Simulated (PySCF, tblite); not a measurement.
**C5H7F3O: a rotation path, then NMR shifts on frames**

How do NMR shifts of C5H7F3O (`FC[C@@]1(F)C[C@@H](F)CO1`) change as the atoms move?

Computed with tblite 0.8.0 and PySCF 2.14.0, with density-fitted response routines of our own, on a single molecule in the gas phase. Atoms are numbered from 0 throughout.

### Step 1. The molecule as given

16 atoms, charge 0, multiplicity 1; geometry from: GFN2-xTB.

Bonds of the start (Å): F0–C1 1.37, C1–C2 1.53, C2–F3 1.40, C2–C4 1.54, C4–C5 1.53, C5–F6 1.38, C5–C7 1.54, C7–O8 1.42, O8–C2 1.38, C1–H9 1.09, C1–H10 1.09, C4–H11 1.09, C4–H12 1.09, C5–H13 1.09, C7–H14 1.10, C7–H15 1.09.

### Step 2. The rotation path with GFN2-xTB

What the job is given:

```
{"job": {"kind": "neb", "xc": "GFN2-xTB", "basis": "xTB", "atoms": [0, 1, 2, 8], "turn": 120}, "charge": 0, "multiplicity": 1}
F      2.495839     1.126307    -0.775116
C      2.011242    -0.144788    -0.647712
C      0.754509    -0.160973     0.222147
F      1.153875    -0.175453     1.563125
C     -0.196527     1.030552     0.031089
C     -1.587737     0.399632     0.134890
F     -2.271944     0.557182    -1.050202
C     -1.305215    -1.088427     0.388437
O      0.036323    -1.309141    -0.025232
H      2.792199    -0.758825    -0.192109
H      1.761498    -0.511762    -1.646723
H     -0.012328     1.786785     0.790618
H     -0.060028     1.471937    -0.955490
H     -2.220250     0.846670     0.906076
H     -1.412645    -1.323671     1.452623
H     -1.946410    -1.737081    -0.207832
```

With the program's defaults for keys left out, this is: GFN2-xTB climbing-image nudged elastic band, gas phase.

The run is started by

```bash
$ OMP_NUM_THREADS=1 python probes_run.py task.json out
```

The driver reads the jobs from task.json and runs them one after another.

The log of the run:

```text
image   E - E0 / eV
  0       0.0000
  1       0.0182
  2       0.0689
  3       0.1352
  4       0.1882
  5       0.2038
  6       0.1814
  7       0.1461
  8       0.1299
```

Wall time 3.4 s (1 thread of Intel Xeon Platinum 8259CL at 2.50GHz, shared host); peak memory 0.19 GiB.

The final band, with the dihedral F0–C1–C2–O8:

```
image  dihedral (°)  energy (eV)  energy (kcal/mol)
    0           160        0.000                0.0
    1           178        0.018                0.4
    2           195        0.069                1.6
    3           213        0.135                3.1
    4           231        0.188                4.3
    5           248        0.204                4.7
    6           266        0.181                4.2
    7           283        0.146                3.4
    8           300        0.130                3.0
```

### Step 3. NMR shieldings: image 0, PBE0/pcSseg-1

What the job is given:

```
{"job": {"kind": "nmr", "xc": "PBE0", "basis": "pcSseg-1", "pop": false}, "charge": 0, "multiplicity": 1}
F      2.495800     1.126300    -0.775100
C      2.011200    -0.144800    -0.647700
C      0.754500    -0.161000     0.222100
F      1.153900    -0.175500     1.563100
C     -0.196500     1.030600     0.031100
C     -1.587700     0.399600     0.134900
F     -2.271900     0.557200    -1.050200
C     -1.305200    -1.088400     0.388400
O      0.036300    -1.309100    -0.025200
H      2.792200    -0.758800    -0.192100
H      1.761500    -0.511800    -1.646700
H     -0.012300     1.786800     0.790600
H     -0.060000     1.471900    -0.955500
H     -2.220200     0.846700     0.906100
H     -1.412600    -1.323700     1.452600
H     -1.946400    -1.737100    -0.207800
```

With the program's defaults for keys left out, this is: GIAO PBE0/pcSseg-1 NMR shielding, non-relativistic, gas phase.

The log of the run:

```text
coarse grid: 14120 points
cycle   1  E = -568.6209409324  dE =  1.317e+00  |g| = 9.229e-01  |ddm| = 3.491e+00
cycle   2  E = -568.4736357430  dE =  1.473e-01  |g| = 1.359e+00  |ddm| = 1.382e+00
cycle   3  E = -568.7591267060  dE = -2.855e-01  |g| = 7.201e-02  |ddm| = 8.623e-01
cycle   4  E = -568.7599904651  dE = -8.638e-04  |g| = 3.412e-02  |ddm| = 7.582e-02
cycle   5  E = -568.7602551345  dE = -2.647e-04  |g| = 6.643e-03  |ddm| = 3.021e-02
cycle   6  E = -568.7602632021  dE = -8.068e-06  |g| = 2.133e-03  |ddm| = 5.564e-03
final grid: 139664 points
cycle   7  E = -568.8449248867  dE = -4.945e-05  |g| = 1.215e-02  |ddm| = 3.036e-02
cycle   8  E = -568.8448953830  dE =  2.950e-05  |g| = 1.814e-02  |ddm| = 1.800e-02
cycle   9  E = -568.8449516647  dE = -5.628e-05  |g| = 8.988e-04  |ddm| = 1.066e-02
cycle  10  E = -568.8449518206  dE = -1.559e-07  |g| = 3.106e-04  |ddm| = 9.357e-04
cycle  11  E = -568.8449518368  dE = -1.626e-08  |g| = 1.191e-04  |ddm| = 2.812e-04
cycle  12  E = -568.8449518388  dE = -1.958e-09  |g| = 2.742e-05  |ddm| = 8.048e-05
cycle  13  E = -568.8449518389  dE = -1.201e-10  |g| = 5.358e-06  |ddm| = 2.362e-05
converged SCF energy = -568.8449518389

GIAO shielding tensors (ppm)
atom      isotropic    diamagn.    paramagn.     s11        s22        s33       span
  0 F      429.987     471.056     -41.069    398.207    409.633    482.122     83.915
  1 C       95.480     240.864    -145.384     70.827     82.568    133.045     62.219
  2 C       58.895     245.298    -186.404     40.083     60.053     76.549     36.466
  3 F      293.060     477.472    -184.412    197.513    298.531    383.136    185.623
  4 C      139.542     249.587    -110.045    118.925    135.613    164.089     45.165
  5 C       90.986     246.239    -155.252     56.453     82.484    134.023     77.570
  6 F      365.672     472.258    -106.586    315.670    375.719    405.625     89.955
  7 C      105.860     244.603    -138.743     64.613    105.733    147.235     82.622
  8 O      220.665     398.502    -177.837    162.657    199.545    299.793    137.136
  9 H       26.477      27.178      -0.702     22.521     27.404     29.506      6.985
 10 H       26.989      28.511      -1.523     22.743     28.571     29.652      6.909
 11 H       28.819      30.075      -1.256     24.906     27.974     33.577      8.671
 12 H       28.895      30.361      -1.466     24.366     29.279     33.040      8.674
 13 H       26.190      29.092      -2.902     22.460     26.448     29.662      7.203
 14 H       27.170      28.851      -1.681     22.624     26.172     32.715     10.090
 15 H       27.073      28.159      -1.086     22.998     25.893     32.327      9.329
```

Run time: 47 s. Hardware: 1 thread of Intel Xeon Platinum 8259CL at 2.50GHz, shared host; peak memory 0.84 GiB.

The references, computed at this level on geometries of the same kind, shield at (ppm): 1H TMS 31.72, 13C TMS 186.9, 19F CFCl3 170.9, 17O H2O 336.1. Their shielding less the atom's gives the shift. The references are single molecules in the gas phase, so shifts against H2O, NH3, PH3, H3PO4 or CFCl3 are not on the usual liquid scales and can be off by tens of ppm. Each atom is listed at this fixed geometry, with no averaging over motion; a spectrum would average atoms that exchange fast.

| atoms | environment | σ (ppm) | δ (ppm) |
| --- | --- | --- | --- |
| C2 | fully substituted sp3 carbon bonded to F and O | 58.9 | 128.0 |
| C5 | sp3 CH bonded to F | 91.0 | 95.9 |
| C1 | sp3 CH2 bonded to F | 95.5 | 91.4 |
| C7 | sp3 CH2 bonded to O | 105.9 | 81.1 |
| C4 | sp3 CH2 in a ring | 139.5 | 47.4 |
| H13 | hydrogen on an sp3 CH bonded to F | 26.19 | 5.53 |
| H9 | hydrogen on an sp3 CH2 bonded to F | 26.48 | 5.24 |
| H10 | hydrogen on an sp3 CH2 bonded to F | 26.99 | 4.73 |
| H15 | hydrogen on an sp3 CH2 bonded to O | 27.07 | 4.64 |
| H14 | hydrogen on an sp3 CH2 bonded to O | 27.17 | 4.55 |
| H11 | hydrogen on an sp3 CH2 in a ring | 28.82 | 2.90 |
| H12 | hydrogen on an sp3 CH2 in a ring | 28.90 | 2.82 |
| F3 | fluorine on an sp3 carbon | 293.1 | -122.1 |
| F6 | fluorine on an sp3 carbon | 365.7 | -194.7 |
| F0 | fluorine on an sp3 carbon | 430.0 | -259.0 |
| O8 | ether oxygen | 220.7 | 115.4 |

Ring of atoms C2, C4, C5, C7, O8: NICS(0) -5.2, NICS(1) -2.9, NICS(1)zz -4.0 ppm (means of both faces).

The fields below are evaluated on a grid from the run's orbitals.

Frontier orbitals at PBE0/pcSseg-1, with the share of their density that lies nearest to each atom:

| orbital | energy (eV) | lies on |
| --- | --- | --- |
| HOMO | -8.69 | O8 57 %; H14 12 % |
| LUMO | 1.33 | H13 30 %; H11, H14 about 17 % each; C5 8 % |

ELF in a plane through or near 7 of the atoms.

Values, 10 rows by 14 columns:
```
0.00 0.00 0.00 0.00 0.00 0.00 0.00 0.00 0.00 0.00 0.00 0.00 0.00 0.00
0.00 0.00 0.00 0.00 0.00 0.00 0.00 0.01 0.00 0.00 0.00 0.00 0.00 0.00
0.00 0.00 0.00 0.04 0.04 0.01 0.32 0.23 0.04 0.00 0.00 0.00 0.00 0.00
0.00 0.00 0.28 0.73 0.75 0.02 0.79 0.71 0.39 0.23 0.10 0.01 0.00 0.00
0.00 0.00 0.59 0.77 0.72 0.08 0.63 0.28 0.92 0.17 0.62 0.08 0.00 0.00
0.00 0.00 0.03 0.54 0.30 0.95 0.19 0.20 0.57 0.89 0.14 0.01 0.00 0.00
0.00 0.00 0.88 1.00 0.85 0.18 0.60 0.34 0.54 0.33 0.33 0.02 0.00 0.00
0.00 0.00 0.12 0.85 0.25 0.02 0.70 0.83 0.15 0.42 0.17 0.02 0.00 0.00
0.00 0.00 0.00 0.00 0.00 0.00 0.11 0.16 0.01 0.02 0.01 0.00 0.00 0.00
0.00 0.00 0.00 0.00 0.00 0.00 0.00 0.00 0.00 0.00 0.00 0.00 0.00 0.00
```
The map spans 10.6 Å across and 8.4 Å up, centred on the molecule. Atoms in the plane (x, y in Å): F0 (-2.7, 1.0), C1 (-2.1, -0.3), C4 (0.1, 1.0), C5 (1.5, 0.5), C7 (1.4, -1.0), O8 (0.1, -1.3), H9 (-2.7, -1.0).

On the surface of density 0.002 e/bohr³ the electrostatic potential runs, from the 1st to the 99th percentile, from -0.94 V near O8 to 1.21 V near H13.

### Step 4. Shielding tensors: image 2, PBE0/pcSseg-1

What the job is given:

```
{"job": {"kind": "nmr", "xc": "PBE0", "basis": "pcSseg-1", "pop": false}, "charge": 0, "multiplicity": 1}
F      2.875700     0.853200    -0.277700
C      2.007400    -0.125900    -0.659200
C      0.755200    -0.110700     0.220500
F      1.162600    -0.024300     1.552300
C     -0.239000     1.034400    -0.038600
C     -1.606800     0.360400     0.107300
F     -2.290800     0.403400    -1.087500
C     -1.269900    -1.094800     0.462200
O      0.073500    -1.294700     0.047400
H      2.512500    -1.090700    -0.564500
H      1.730500     0.062800    -1.699700
H     -0.085100     1.839600     0.675200
H     -0.126200     1.418500    -1.051400
H     -2.257100     0.841300     0.841300
H     -1.357000    -1.258300     1.541300
H     -1.893100    -1.805400    -0.080400
```

Level: GIAO PBE0/pcSseg-1 NMR shielding, non-relativistic, gas phase.

The log of the run:

```text
coarse grid: 14120 points
cycle   1  E = -568.6192260127  dE =  1.323e+00  |g| = 9.214e-01  |ddm| = 3.489e+00
cycle   2  E = -568.4722996573  dE =  1.469e-01  |g| = 1.358e+00  |ddm| = 1.396e+00
cycle   3  E = -568.7574059085  dE = -2.851e-01  |g| = 7.301e-02  |ddm| = 8.709e-01
cycle   4  E = -568.7582969413  dE = -8.910e-04  |g| = 3.423e-02  |ddm| = 7.612e-02
cycle   5  E = -568.7585640278  dE = -2.671e-04  |g| = 6.665e-03  |ddm| = 3.048e-02
cycle   6  E = -568.7585722674  dE = -8.240e-06  |g| = 2.101e-03  |ddm| = 5.671e-03
final grid: 139664 points
cycle   7  E = -568.8436330564  dE = -5.029e-05  |g| = 1.198e-02  |ddm| = 3.062e-02
cycle   8  E = -568.8436044450  dE =  2.861e-05  |g| = 1.784e-02  |ddm| = 1.795e-02
cycle   9  E = -568.8436591952  dE = -5.475e-05  |g| = 9.317e-04  |ddm| = 1.072e-02
cycle  10  E = -568.8436593598  dE = -1.645e-07  |g| = 3.162e-04  |ddm| = 9.565e-04
cycle  11  E = -568.8436593761  dE = -1.638e-08  |g| = 1.244e-04  |ddm| = 2.891e-04
cycle  12  E = -568.8436593783  dE = -2.165e-09  |g| = 2.783e-05  |ddm| = 8.508e-05
cycle  13  E = -568.8436593784  dE = -1.228e-10  |g| = 5.639e-06  |ddm| = 2.405e-05
converged SCF energy = -568.8436593784

GIAO shielding tensors (ppm)
atom      isotropic    diamagn.    paramagn.     s11        s22        s33       span
  0 F      433.680     468.091     -34.410    400.052    428.804    472.185     72.133
  1 C       98.338     241.630    -143.291     72.941     83.349    138.725     65.784
  2 C       62.352     244.813    -182.460     40.112     62.959     83.986     43.874
  3 F      305.014     476.971    -171.956    195.531    331.363    388.150    192.619
  4 C      137.030     249.853    -112.824    115.390    132.472    163.228     47.839
  5 C       89.767     246.225    -156.458     55.813     82.467    131.020     75.207
  6 F      364.636     472.369    -107.733    312.120    375.637    406.153     94.032
  7 C      107.217     244.601    -137.384     68.318    106.128    147.205     78.888
  8 O      219.286     398.524    -179.238    164.652    190.963    302.241    137.589
  9 H       26.722      27.536      -0.813     22.185     28.201     29.782      7.598
 10 H       27.090      28.794      -1.705     23.702     28.182     29.385      5.682
 11 H       28.641      30.019      -1.378     24.804     28.134     32.984      8.180
 12 H       29.258      30.600      -1.342     25.096     28.950     33.728      8.632
 13 H       26.158      29.058      -2.900     22.450     26.419     29.605      7.155
 14 H       27.187      28.846      -1.658     22.642     26.163     32.757     10.115
 15 H       27.125      28.160      -1.035     23.105     25.865     32.405      9.300
```

Run time: 33 s. Hardware: 1 thread of Intel Xeon Platinum 8259CL at 2.50GHz, shared host; peak memory 0.84 GiB.

In short: δ C2 124.6, C5 97.2, C1 88.6, C7 79.7, H13 5.56, H9 4.99 ppm.

[end of part 1 of 2]
